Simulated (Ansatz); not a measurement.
# C: the cost of one run

Program: Ansatz 0.2.0. Level of theory: DFT PBE, scalar-relativistic, plane waves, PAW. These are calculated values, not measurements.

## 1. Starting point

Symmetry: Fd-3m, No. 227, cubic system. The conventional cell has a = 3.567 Å, b = 3.567 Å, c = 3.567 Å, α = 90.00°, β = 90.00°, γ = 90.00°. C (site symmetry -43m) is surrounded by 4 C at 1.54 Å.

As a file:

```
CELL_PARAMETERS angstrom
0.00000 5.35011 5.35011
5.35011 0.00000 5.35011
5.35011 5.35011 0.00000
ATOMIC_POSITIONS crystal
C 0.00000 0.00000 0.00000
C 0.00000 0.00000 0.33333
C 0.00000 0.00000 0.66667
C 0.00000 0.33333 0.00000
C 0.00000 0.33333 0.33333
C 0.00000 0.33333 0.66667
C 0.00000 0.66667 0.00000
C 0.00000 0.66667 0.33333
C 0.00000 0.66667 0.66667
C 0.33333 0.00000 0.00000
C 0.33333 0.00000 0.33333
C 0.33333 0.00000 0.66667
C 0.33333 0.33333 0.00000
C 0.33333 0.33333 0.33333
C 0.33333 0.33333 0.66667
C 0.33333 0.66667 0.00000
C 0.33333 0.66667 0.33333
C 0.33333 0.66667 0.66667
C 0.66667 0.00000 0.00000
C 0.66667 0.00000 0.33333
C 0.66667 0.00000 0.66667
C 0.66667 0.33333 0.00000
C 0.66667 0.33333 0.33333
C 0.66667 0.33333 0.66667
C 0.66667 0.66667 0.00000
C 0.66667 0.66667 0.33333
C 0.66667 0.66667 0.66667
C 0.08333 0.08333 0.08333
C 0.08333 0.08333 0.41667
C 0.08333 0.08333 0.75000
C 0.08333 0.41667 0.08333
C 0.08333 0.41667 0.41667
C 0.08333 0.41667 0.75000
C 0.08333 0.75000 0.08333
C 0.08333 0.75000 0.41667
C 0.08333 0.75000 0.75000
C 0.41667 0.08333 0.08333
C 0.41667 0.08333 0.41667
C 0.41667 0.08333 0.75000
C 0.41667 0.41667 0.08333
C 0.41667 0.41667 0.41667
C 0.41667 0.41667 0.75000
C 0.41667 0.75000 0.08333
C 0.41667 0.75000 0.41667
C 0.41667 0.75000 0.75000
C 0.75000 0.08333 0.08333
C 0.75000 0.08333 0.41667
C 0.75000 0.08333 0.75000
C 0.75000 0.41667 0.08333
C 0.75000 0.41667 0.41667
C 0.75000 0.41667 0.75000
C 0.75000 0.75000 0.08333
C 0.75000 0.75000 0.41667
C 0.75000 0.75000 0.75000
```

The runs take a perfect supercell of 54 atoms; the defect goes to fractional position (0.500, 0.500, 0.500).

## 2. The perfect supercell

Contents of input.yaml:

```yaml
crystal:
  lattice:
    - [0.0, 5.35011, 5.35011]
    - [5.35011, 0.0, 5.35011]
    - [5.35011, 5.35011, 0.0]
  atoms:
    - { symbol: C, position: [0.0, 0.0, 0.0] }
    - { symbol: C, position: [0.0, 0.0, 0.333333] }
    - { symbol: C, position: [0.0, 0.0, 0.666667] }
    - { symbol: C, position: [0.0, 0.333333, 0.0] }
    - { symbol: C, position: [0.0, 0.333333, 0.333333] }
    - { symbol: C, position: [0.0, 0.333333, 0.666667] }
    - { symbol: C, position: [0.0, 0.666667, 0.0] }
    - { symbol: C, position: [0.0, 0.666667, 0.333333] }
    - { symbol: C, position: [0.0, 0.666667, 0.666667] }
    - { symbol: C, position: [0.333333, 0.0, 0.0] }
    - { symbol: C, position: [0.333333, 0.0, 0.333333] }
    - { symbol: C, position: [0.333333, 0.0, 0.666667] }
    - { symbol: C, position: [0.333333, 0.333333, 0.0] }
    - { symbol: C, position: [0.333333, 0.333333, 0.333333] }
    - { symbol: C, position: [0.333333, 0.333333, 0.666667] }
    - { symbol: C, position: [0.333333, 0.666667, 0.0] }
    - { symbol: C, position: [0.333333, 0.666667, 0.333333] }
    - { symbol: C, position: [0.333333, 0.666667, 0.666667] }
    - { symbol: C, position: [0.666667, 0.0, 0.0] }
    - { symbol: C, position: [0.666667, 0.0, 0.333333] }
    - { symbol: C, position: [0.666667, 0.0, 0.666667] }
    - { symbol: C, position: [0.666667, 0.333333, 0.0] }
    - { symbol: C, position: [0.666667, 0.333333, 0.333333] }
    - { symbol: C, position: [0.666667, 0.333333, 0.666667] }
    - { symbol: C, position: [0.666667, 0.666667, 0.0] }
    - { symbol: C, position: [0.666667, 0.666667, 0.333333] }
    - { symbol: C, position: [0.666667, 0.666667, 0.666667] }
    - { symbol: C, position: [0.083333, 0.083333, 0.083333] }
    - { symbol: C, position: [0.083333, 0.083333, 0.416667] }
    - { symbol: C, position: [0.083333, 0.083333, 0.75] }
    - { symbol: C, position: [0.083333, 0.416667, 0.083333] }
    - { symbol: C, position: [0.083333, 0.416667, 0.416667] }
    - { symbol: C, position: [0.083333, 0.416667, 0.75] }
    - { symbol: C, position: [0.083333, 0.75, 0.083333] }
    - { symbol: C, position: [0.083333, 0.75, 0.416667] }
    - { symbol: C, position: [0.083333, 0.75, 0.75] }
    - { symbol: C, position: [0.416667, 0.083333, 0.083333] }
    - { symbol: C, position: [0.416667, 0.083333, 0.416667] }
    - { symbol: C, position: [0.416667, 0.083333, 0.75] }
    - { symbol: C, position: [0.416667, 0.416667, 0.083333] }
    - { symbol: C, position: [0.416667, 0.416667, 0.416667] }
    - { symbol: C, position: [0.416667, 0.416667, 0.75] }
    - { symbol: C, position: [0.416667, 0.75, 0.083333] }
    - { symbol: C, position: [0.416667, 0.75, 0.416667] }
    - { symbol: C, position: [0.416667, 0.75, 0.75] }
    - { symbol: C, position: [0.75, 0.083333, 0.083333] }
    - { symbol: C, position: [0.75, 0.083333, 0.416667] }
    - { symbol: C, position: [0.75, 0.083333, 0.75] }
    - { symbol: C, position: [0.75, 0.416667, 0.083333] }
    - { symbol: C, position: [0.75, 0.416667, 0.416667] }
    - { symbol: C, position: [0.75, 0.416667, 0.75] }
    - { symbol: C, position: [0.75, 0.75, 0.083333] }
    - { symbol: C, position: [0.75, 0.75, 0.416667] }
    - { symbol: C, position: [0.75, 0.75, 0.75] }
basis:
  ecutwfc: 420
  fft_grid_basis: typed
kpoints:
  mp_grid: { grid: [2, 2, 2] }
hamiltonian:
  xc: pbe
  pseudopotentials: { kind: paw }
scf:
  occupations: { method: gaussian, width: 0.05 }
output:
  forces: true
  stress: false
  eigenvalues: true
  bader: false
  write_density: true
  volumetric_format: npy
```

Launch:

```
> ansatz run input.yaml --threads 4 --pin off --max-ram 10240MiB --backend cpu --events-out ev --progress --plain --runs-dir out
```

What time and memory should one allow on 4 threads of Arm Neoverse N1, shared host?

About 3.5 s, with a peak of 0.98 GiB.
